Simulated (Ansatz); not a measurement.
**CH6BFOSi: one species, many methods**

An exercise on one series of results from a longer session: the logs are not shown, and one member is left open.

Computed with Ansatz 0.2.0, Gaussian basis. Level: functionals in def2-TZVPP, the program's frozen cores in correlated methods.

Plan: PBE-D4, r2SCAN-D4, PBE0-D4, B3LYP-D4, ωB97X-V, ωB97M-V, B2PLYP; CCSD(T)/def2-TZVPP; MP2/def2-QZVPP; extrapolation to the limit.

### Structure used throughout

The geometry comes from an earlier relaxation with PBE0-D4 in a triple-zeta def2 set; it is a stationary point, not always the lowest conformer.

SMILES `OC([SiH3])BF`, 11 atoms, charge 0, spin multiplicity 1.

Atoms are counted from 1 here; the program's logs count them from 0.

Bond lengths: O1–C2 1.417 Å, O1–H6 0.961 Å, C2–Si3 1.913 Å, C2–B4 1.547 Å, C2–H7 1.105 Å, Si3–H8 1.490 Å, Si3–H9 1.485 Å, Si3–H10 1.486 Å, B4–F5 1.320 Å, B4–H11 1.201 Å. Angles: C2–O1–H6 109.0°, O1–C2–Si3 110.7°, O1–C2–B4 113.8°, O1–C2–H7 112.8°, Si3–C2–B4 106.9°, Si3–C2–H7 104.7°, B4–C2–H7 107.4°, C2–Si3–H8 106.0°, C2–Si3–H9 111.0°, C2–Si3–H10 111.4°, H8–Si3–H9 108.8°, H8–Si3–H10 109.5°, H9–Si3–H10 110.0°, C2–B4–F5 121.4°, C2–B4–H11 120.6°, F5–B4–H11 118.0°.

The first run:

Contents of in.yaml:

```yaml
crystal:
  periodic: [false, false, false]
  atoms:
    - {symbol: O, position_ang: [0.022410, 1.422668, 1.054383]}
    - {symbol: C, position_ang: [0.295966, 0.117205, 0.575941]}
    - {symbol: Si, position_ang: [-1.121123, -0.502289, -0.550469]}
    - {symbol: B, position_ang: [1.601825, 0.015697, -0.247900]}
    - {symbol: F, position_ang: [2.260254, 1.094408, -0.628993]}
    - {symbol: H, position_ang: [-0.834954, 1.423727, 1.488381]}
    - {symbol: H, position_ang: [0.357830, -0.631257, 1.385844]}
    - {symbol: H, position_ang: [-2.383532, -0.230709, 0.192192]}
    - {symbol: H, position_ang: [-1.149566, 0.246626, -1.832082]}
    - {symbol: H, position_ang: [-1.004773, -1.959174, -0.816814]}
    - {symbol: H, position_ang: [2.021063, -1.053803, -0.599783]}
basis:
  gaussian: {orbitals: def2-TZVPP}
hamiltonian: {xc: pbe, dispersion: d4}
output: {forces: true, orbitals: {seedname: orbitals}}
```

The run is started by

```
ansatz run in.yaml --threads 4 --pin off --events-out ev --progress --plain --max-ram 10444MiB
```

Among the steps run: PBE-D4 (GGA); r2SCAN-D4 (meta-GGA); PBE0-D4 (hybrid); B3LYP-D4 (hybrid); ωB97X-V (range-separated); ωB97M-V (range-separated); B2PLYP (double hybrid); CCSD(T) in def2-TZVPP; MP2 in def2-QZVPP.

One table of the session follows, with a row left open; its other results are not shown here.

```
            method  atomisation energy (eV)
            PBE-D4                   41.949
         r2SCAN-D4                   41.498
           PBE0-D4                   41.223
          B3LYP-D4                   41.323
           ωB97X-V                   41.478
           ωB97M-V                   41.493
            B2PLYP                   40.913
     HF/def2-TZVPP                   30.674
    MP2/def2-TZVPP                   41.009
   CCSD/def2-TZVPP                   39.731
CCSD(T)/def2-TZVPP                   40.278
           MP2/CBS                        ?
       CCSD(T)/CBS                   41.304
```

**Question.** Estimate the row for MP2/CBS.

As computed: atomisation energy (eV): 42.034. In the column «atomisation energy (eV)» it is the highest.

To keep in mind: Free atoms (1 O, 1 C, 1 Si, 1 B, 1 F, 6 H) were run apart at each level; the atomisation energy is their sum less the molecule, without zero-point or spin-orbit terms.
